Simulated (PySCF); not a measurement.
# LaO (LaO): the cost of one run

Computed with PySCF 2.14.0 and routines of our own; the level stands in each step. Atoms count from 0.

## (1) The starting structure

2 atoms, charge 0, multiplicity 2; geometry from: GFN2-xTB.

## (2) Geometry optimisation at PBE0-D3(BJ)/def2-SVP

The job: settings as JSON, then the geometry in Å.

```
{"job": {"xc": "PBE0", "basis": "def2-SVP", "d3": "d3bj", "grid": 1, "maxiter": 30, "shake": 0.01, "kind": "geom"}, "charge": 0, "multiplicity": 2}
O      1.032770    -0.028250     0.001100
La    -1.015280    -0.000560    -0.013230
```

Started as:

```bash
$ OMP_NUM_THREADS=1 python heavy_run.py task.json out
```

One launch serves the whole session: the jobs run in the order shown.

**Question.** How long does this first job take on 1 thread of Arm Neoverse V2, shared host, and how much memory does it need?

About 4.9 s, with a peak of 0.26 GiB.
